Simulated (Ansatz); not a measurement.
# CuCH3 (singlet): wave-function methods side by side at distance Cu1–C2 = 1.534 Å, def2-SVP

How much of the correlation energy of CuCH3 (singlet) does each wave-function method recover here?

Program: Ansatz 0.2.0, Gaussian basis. Level of theory: def2-SVP, core rule «outside noble gas», up to 10 orbitals frozen. These are calculated values, not measurements.

The runs, in order: UHF; CCSD(T) on RHF; CISD; CCSDT(Q) on RHF; CASSCF and NEVPT2, 2 electrons in 2 orbitals; CASSCF and NEVPT2, 8 electrons in 8 orbitals.

17 further runs of the same task are left out: 17 that didn't finish.

## 1. What is computed

The geometry derives from a PBE0/def2-TZVP stationary point (not a proven minimum). One bond is set to the value named and the two fragments are kept rigid.

5 atoms, charge 0, spin multiplicity 1.

Atoms are counted from 1 here; the program's logs count them from 0.

Bond lengths: Cu1–C2 1.534 Å, C2–H3 1.091 Å, C2–H4 1.091 Å, C2–H5 1.091 Å. Angles: Cu1–C2–H3 108.7°, Cu1–C2–H4 108.7°, Cu1–C2–H5 108.7°, H3–C2–H4 110.2°, H3–C2–H5 110.2°, H4–C2–H5 110.2°.

As a file:

```
Cu   -0.30697    0.00237    0.00188
C     1.22696   -0.00947   -0.00753
H     1.56952   -1.04561   -0.00454
H     1.58696    0.50896    0.88274
H     1.57590    0.50014   -0.90725
```

## 2. UHF

The input, in.yaml:

```yaml
crystal:
  periodic: [false, false, false]
  atoms:
    - {symbol: Cu, position_ang: [-0.306968, 0.002369, 0.001885]}
    - {symbol: C, position_ang: [1.226958, -0.009467, -0.007534]}
    - {symbol: H, position_ang: [1.569516, -1.045611, -0.004544]}
    - {symbol: H, position_ang: [1.586959, 0.508959, 0.882738]}
    - {symbol: H, position_ang: [1.575900, 0.500138, -0.907251]}
basis:
  gaussian: {orbitals: def2-SVP}
magnetization: {spin_polarized: true, initial_magnetization: 0}
hamiltonian: {xc: hf}
output: {orbitals: {seedname: orbitals}}
```

Run with:

```
ansatz run in.yaml --threads 1 --pin off --events-out ev --progress --plain --max-ram 2393MiB
```

Further steps of the session: CCSD(T) on RHF; CISD; CCSDT(Q) on RHF; CASSCF and NEVPT2, 2 electrons in 2 orbitals; CASSCF and NEVPT2, 8 electrons in 8 orbitals.

Q: Predict the results of all the runs planned. Wanted: RCCSDT(Q) below the RHF energy; RMP2 from RCCSDT(Q); RCCSD from RCCSDT(Q); RCCSD(T) from RCCSDT(Q); NEVPT2 pair from RCCSDT(Q); NEVPT2 frontier from RCCSDT(Q); T1 diagnostic.

The runs gave:

```
                         quantity                      value
   RCCSDT(Q) below the RHF energy                -13.2364 eV
              RMP2 from RCCSDT(Q)             -4.93 kcal/mol
             RCCSD from RCCSDT(Q)            +12.24 kcal/mol
          RCCSD(T) from RCCSDT(Q)             -0.99 kcal/mol
       NEVPT2 pair from RCCSDT(Q)             -1.23 kcal/mol
   NEVPT2 frontier from RCCSDT(Q)             +0.57 kcal/mol
levels within 1 kcal/mol (43 meV)  RCCSD(T), NEVPT2 frontier
                    T1 diagnostic                      0.028
```

**Reading.** RCCSD(T) lands -0.99 kcal/mol from the yardstick (0.3 % of the correlation energy). Of the multireference levels listed NEVPT2 frontier comes nearest in total energy (+0.57 kcal/mol), which doesn't show that its space is the better one. These misses are within one basis, not against nature.
